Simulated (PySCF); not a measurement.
F2Zn, in a box:

```xyz
3
Lattice="12.0000 0.0000 0.0000 0.0000 11.0000 0.0000 0.0000 0.0000 11.0000" Properties=species:S:1:pos:R:3 pbc="T T T"
F     4.6117    6.2656    4.8409
Zn    6.0129    5.5207    5.5338
F     7.4143    4.7764    6.2270
```

Base run:

| Item | Value |
| --- | --- |
| Program | PySCF 2.14.0 |
| Functional | AM05 |
| Dispersion | D4 |
| Potentials or basis | 6-31g* (all-electron) |
| k mesh | 1 × 1 × 1 |
| Occupations | fixed |
| Spin | no spin polarisation |

Its results: gap between the frontier levels 5.32 eV.

Question: After a change of settings the same cell gave: gap between the frontier levels 5.99 eV. Which change was it?
A. functional from AM05 to N12; dispersion from D4 to D3
B. functional from AM05 to PBE; dispersion from D4 to none
C. functional from AM05 to r2SCANh; dispersion from D4 to D3(BJ)
D. functional from AM05 to SCAN

Answer: D.

SCAN gives the wider gap, since meta-GGAs in the generalised Kohn-Sham scheme recover part of the derivative discontinuity.

Caveats: this is a molecule in a periodic box at the Γ point, so its band gap is the HOMO-LUMO gap; the basis of atomic orbitals isn't converged, which shifts pressures, moduli and gaps; the D4 parameters stored for this functional may belong to another (some runs).

Not every run made on this cell is shown here.
